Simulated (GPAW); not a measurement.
Runs of GPAW 26.7.0 on HfIn4SiO6. It takes space group Cm (No. 8, monoclinic). Conventional cell: a = 6.461 Å, b = 11.155 Å, c = 6.494 Å, α = 90.00°, β = 103.71°, γ = 90.00°. Hf (site symmetry m) is surrounded by 4 O at 1.97 to 2.02 Å. In (site symmetry 1) is surrounded by 3 O at 2.38 to 2.46 Å. Around In (site symmetry 1) lie 3 O at 2.42 to 2.65 Å. Around Si (site symmetry m) lie 4 O at 1.63 to 1.66 Å. O (site symmetry 1) has 1 Si at 1.65 Å as nearest neighbours. O (site symmetry m) is surrounded by 1 Si at 1.66 Å. Around O (site symmetry m) lie 1 Si at 1.63 Å. O (site symmetry 1) has 1 Hf at 1.97 Å as nearest neighbours. The cell was built by a generator and needn't be a form met in nature.

```tsv
level	gap on the mesh (eV)	pressure (GPa)	largest force (eV/Å)
PBE+D3	0.78	-0.5	0.37
PBE+D3(BJ)	0.78	-1.0	0.36
PBE+D4	0.78	-1.0	(a)
PBE	0.78	0.6	0.37
```

Alike in all rows: task single point; potentials or basis GPAW PAW data sets (gpaw-data 1.2.1), pw; no spin polarisation; cell as given; k mesh 3 × 3 × 2; cutoff (eV) 800; smearing fermi-dirac 0.05 eV; the mesh is coarse, so values aren't converged.

Task: Estimate the missing entries.

Result: (a) 0.35.

Caveats: all runs use coarse meshes; spin-orbit coupling is left out, which moves the levels of the heavy elements; an odd mesh through Γ misses points on the zone boundary, where band edges often lie.

A k mesh can miss the band edges, and the runs leave out spin-orbit coupling on Hf, In.

Not every run made on this cell is shown here.
